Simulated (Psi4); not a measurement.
**PBE0/def2-SVP (density fitting, core potential, sweep point 3) run of SnCl2F2 (SMILES [F][Sn]([F])([Cl])[Cl])**

We compute the energy of SnCl2F2. The job is set up through a Python script.

The calculation is run with Psi4 1.11.

6 further runs of the same task are left out: 1 that didn't finish, 5 set aside as unsound or not needed.

**1. Starting point**

SnCl2F2 has 5 atoms, charge 0, and is taken as a singlet. As SMILES, `[F][Sn]([F])([Cl])[Cl]`. The shape is that of a PBE0-D4/def2-TZVP optimisation.

Bond lengths: F1–Sn2 1.887 Å, Sn2–F3 1.887 Å, Sn2–Cl4 2.271 Å, Sn2–Cl5 2.271 Å. Angles: F1–Sn2–F3 105.5°, F1–Sn2–Cl4 109.3°, F1–Sn2–Cl5 109.3°, F3–Sn2–Cl4 109.2°, F3–Sn2–Cl5 109.2°, Cl4–Sn2–Cl5 114.0°.

**2. The energy at PBE0/def2-SVP (density fitting, core potential, sweep point 3)**

Contents of run.py:

```python
import psi4

psi4.set_memory(1600000000)
psi4.set_num_threads(1)
psi4.set_output_file('run.log', False)

m = psi4.geometry("""
0 1
F     -0.136000    -0.318500     1.871500
Sn     0.031600    -0.036600     0.013600
F      1.509000    -1.080200    -0.523100
Cl    -1.837700    -0.793000    -1.030000
Cl     0.483000     2.154700    -0.373400
units angstrom
symmetry c1
""")

psi4.set_options({
    'basis': 'def2-SVP',
    'scf_type': 'df',
    'scf_initial_accelerator': 'none',
})

e, wfn = psi4.energy('PBE0', molecule=m, return_wfn=True)
print('E =', round(e, 9))
for k, v in sorted(psi4.core.scalar_variables().items()):
    print(f'{k:45s} {v:18.10f}')
```

Run with:

```console
$ python run.py
```

run.log:

```text
[...]
    !!!  WARNING: ECP capability is in beta. Please check occupations closely.  !!!
[...]
  Running in c1 symmetry.
[...]
  Nuclear repulsion =  435.160608896010217
[...]
  Multiplicity = 1
[...]
  Nalpha       = 37
  Nbeta        = 37
[...]
    Number of basis functions: 90
[...]
   @DF-RKS iter   1: -1333.44775204765006   -1.43973e+00   6.68939e-03 DIIS
[...]
   @DF-RKS iter   9: -1333.57740285173054   -1.52768e-08   2.32670e-07 DIIS
[...]
    Orbital Energies [Eh]
    ---------------------
    Doubly Occupied:
       1A   -101.719794     2A   -101.719764     3A    -24.770138
       4A    -24.770108     5A     -9.571172     6A     -9.571157
       7A     -7.311140     8A     -7.311132     9A     -7.303209
      10A     -7.303199    11A     -7.303199    12A     -7.303195
      13A     -5.252127    14A     -3.587287    15A     -3.586069
      16A     -3.585436    17A     -1.221565    18A     -1.208563
      19A     -1.158606    20A     -1.150201    21A     -1.149704
      22A     -1.128757    23A     -1.099694    24A     -0.880057
      25A     -0.864875    26A     -0.575942    27A     -0.476821
      28A     -0.469757    29A     -0.467424    30A     -0.432968
      31A     -0.429539    32A     -0.427746    33A     -0.412541
      34A     -0.382597    35A     -0.380326    36A     -0.374155
[...]
  @DF-RKS Final Energy: -1333.57740285173054
   => Energetics <=
    Nuclear Repulsion Energy =            435.1606088960102170
    One-Electron Energy =               -2792.5359757048036045
    Two-Electron Energy =                1095.8519969951794337
    DFT Exchange-Correlation Energy =     -72.0540330381166712
    Empirical Dispersion Energy =           0.0000000000000000
    VV10 Nonlocal Energy =                  0.0000000000000000
    Total Energy =                      -1333.5774028517305396
[...]
 Multipole Moments:
 ------------------------------------------------------------------------------------
     Multipole            Electronic (a.u.)      Nuclear  (a.u.)        Total (a.u.)
 ------------------------------------------------------------------------------------
 L = 1.  Multiply by 2.5417464519 to convert [e a0] to [Debye]
 Dipole X            :          7.7906456           -8.1149820           -0.3243364
 Dipole Y            :         -7.8840192            8.2122981            0.3282789
 Dipole Z            :          7.8625352           -8.1894410           -0.3269059
 Magnitude           :                                                    0.5655339
[...]
```

The script printed:

```text
E = -1333.577402852
CURRENT ENERGY                                  -1333.5774028517
CURRENT REFERENCE ENERGY                        -1333.5774028517
DD SOLVATION ENERGY                                 0.0000000000
DFT FUNCTIONAL TOTAL ENERGY                     -1333.5774028517
DFT TOTAL ENERGY                                -1333.5774028517
DFT VV10 ENERGY                                     0.0000000000
DFT XC ENERGY                                     -72.0540330381
GRID ELECTRONS ALPHA                               36.9999083556
GRID ELECTRONS BETA                                36.9999083556
GRID ELECTRONS TOTAL                               73.9998167111
NUCLEAR REPULSION ENERGY                          435.1606088960
ONE-ELECTRON ENERGY                             -2792.5359757048
PCM POLARIZATION ENERGY                             0.0000000000
PE ENERGY                                           0.0000000000
SCF ITERATION ENERGY                            -1333.5774028517
SCF ITERATIONS                                      9.0000000000
SCF TOTAL ENERGY                                -1333.5774028517
TWO-ELECTRON ENERGY                              1095.8519969952
XC GRID RADIAL POINTS                              75.0000000000
XC GRID SPHERICAL POINTS                          302.0000000000
XC GRID TOTAL POINTS                           106930.0000000000
```

Wall time 3.3 s (1 thread of Intel Xeon 6975P-C (Granite Rapids), shared host); peak memory 0.42 GiB.

**3. Summary of results**

Level: PBE0/def2-SVP (density fitting, core potential, sweep point 3).

```
     quantity           value
 total energy  -1333.57740 Eh
dipole moment          1.44 D
  HOMO energy       -10.08 eV
  LUMO energy        -3.15 eV
HOMO–LUMO gap         6.93 eV
```
